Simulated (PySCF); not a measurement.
# Cl4Os ([OsCl4]+): the cost of one run

Programs: PySCF 2.14.0, with routines of our own; each step states its level. All values are computed. Atoms count from 0.

## 1. The system as given

5 atoms, charge 1, states of the metal's open shell are computed; geometry from: model geometry, bond lengths from ionic radii.

## 2. Ligand-field states: state-averaged CASSCF

The job: settings as JSON, then the geometry in Å.

```
{"job": {"kind": "lf", "basis": {"metal": "x2c-TZVPall", "ligand": "x2c-SVPall"}, "nevpt": true}, "charge": 1, "metal": "Os", "open_shell": "d3"}
Os     0.000000     0.000000     0.000000
Cl     1.249963     1.249963     1.249964
Cl    -1.249963    -1.249963     1.249964
Cl    -1.249963     1.249963    -1.249964
Cl     1.249963    -1.249963    -1.249964
```

Method: state-averaged CASSCF of the metal d shell, SC-NEVPT2 on the averaged canonical orbitals, state-interaction spin-orbit coupling.

On the command line:

```sh
$ OMP_NUM_THREADS=1 python lf_run.py task.json out
```

One launch serves the whole session: the jobs run in the order shown.

**Question.** How long does this first job take on 1 thread of Intel Xeon 6975P-C, shared host, and how much memory does it need?

About 23 s, with a peak of 0.43 GiB.
